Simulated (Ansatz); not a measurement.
**BH₁₂NSi₄: small, medium and large basis sets**

One table from this session's results is given with a row withheld; the runs are named, their logs left out.

The runs use Ansatz 0.2.0, Gaussian basis; one geometry, several basis sets.

Levels to be run: PBE0-D4/def2-SVP; ωB97M-V/def2-SVP; PBE0-D4/def2-QZVPP; ωB97M-V/def2-QZVPP; the functionals' def2-TZVPP values are taken from earlier runs.

1 further run of the same task is left out (it didn't finish). Runs told in other sessions of the task aren't counted.

### The geometry

All runs share one geometry, relaxed beforehand with PBE0-D4 in a triple-zeta def2 set.

SMILES `BN([SiH2][SiH3])[SiH2][SiH3]`, 18 atoms, charge 0, spin multiplicity 1.

Atoms are counted from 1 here; the program's logs count them from 0.

Bond lengths: B1–N2 1.405 Å, B1–H7 1.201 Å, B1–H8 1.201 Å, N2–Si3 1.764 Å, N2–Si5 1.759 Å, Si3–Si4 2.341 Å, Si3–H9 1.490 Å, Si3–H10 1.486 Å, Si4–H11 1.488 Å, Si4–H12 1.488 Å, Si4–H13 1.488 Å, Si5–Si6 2.339 Å, Si5–H14 1.491 Å, Si5–H15 1.490 Å, Si6–H16 1.486 Å, Si6–H17 1.486 Å, Si6–H18 1.490 Å. Angles: N2–B1–H7 119.6°, N2–B1–H8 120.4°, H7–B1–H8 119.9°, B1–N2–Si3 118.5°, B1–N2–Si5 122.5°, Si3–N2–Si5 119.0°, N2–Si3–Si4 110.3°, N2–Si3–H9 107.1°, N2–Si3–H10 109.6°, Si4–Si3–H9 109.9°, Si4–Si3–H10 111.3°, H9–Si3–H10 108.6°, Si3–Si4–H11 109.6°, Si3–Si4–H12 110.0°, Si3–Si4–H13 110.6°, H11–Si4–H12 108.7°, H11–Si4–H13 108.9°, H12–Si4–H13 109.0° and more.

Set-up of the first run:

in.yaml reads:

```yaml
crystal:
  periodic: [false, false, false]
  atoms:
    - {symbol: B, position_ang: [0.288195, -0.075686, -1.661805]}
    - {symbol: N, position_ang: [-0.405110, -0.154983, -0.441830]}
    - {symbol: Si, position_ang: [-0.818347, -1.749840, 0.189407]}
    - {symbol: Si, position_ang: [1.066815, -2.763343, 1.136720]}
    - {symbol: Si, position_ang: [-0.835393, 1.271192, 0.493706]}
    - {symbol: Si, position_ang: [0.100566, 3.218508, -0.401778]}
    - {symbol: H, position_ang: [0.567516, -1.083750, -2.252665]}
    - {symbol: H, position_ang: [0.603401, 0.990807, -2.114203]}
    - {symbol: H, position_ang: [-1.863655, -1.550577, 1.232392]}
    - {symbol: H, position_ang: [-1.389882, -2.583350, -0.899748]}
    - {symbol: H, position_ang: [1.604841, -1.900184, 2.222931]}
    - {symbol: H, position_ang: [2.121392, -2.941959, 0.102817]}
    - {symbol: H, position_ang: [0.715607, -4.092789, 1.706050]}
    - {symbol: H, position_ang: [-0.358170, 1.070933, 1.891968]}
    - {symbol: H, position_ang: [-2.319303, 1.384804, 0.561193]}
    - {symbol: H, position_ang: [1.580355, 3.109303, -0.488025]}
    - {symbol: H, position_ang: [-0.453331, 3.525637, -1.745847]}
    - {symbol: H, position_ang: [-0.243096, 4.336775, 0.520518]}
basis:
  gaussian: {orbitals: def2-SVP}
hamiltonian: {xc: pbe0, dispersion: d4}
output: {orbitals: {seedname: orbitals}}
```

On the command line:

```sh
ansatz run in.yaml --threads 4 --pin off --events-out ev --progress --plain --max-ram 11315MiB
```

Steps of the session up to this table: PBE0-D4 in def2-SVP; ωB97M-V in def2-SVP; PBE0-D4 in def2-QZVPP; ωB97M-V in def2-QZVPP.

One table of the session follows, with a row left open; its other results are not shown here.

It belongs to the step «Functionals by basis». 

```
functional       basis  HOMO (eV)
   PBE0-D4    def2-SVP      -7.89
   PBE0-D4  def2-TZVPP      -7.89
   PBE0-D4  def2-QZVPP      -7.89
   ωB97M-V    def2-SVP          ?
   ωB97M-V  def2-TZVPP      -9.96
   ωB97M-V  def2-QZVPP      -9.96
```

Estimate the missing values for ωB97M-V, def2-SVP.

**Answer.** HOMO (eV): -9.93. In the column «HOMO (eV)» it lies between ωB97M-V, def2-QZVPP (-9.96) and PBE0-D4, def2-SVP (-7.89).
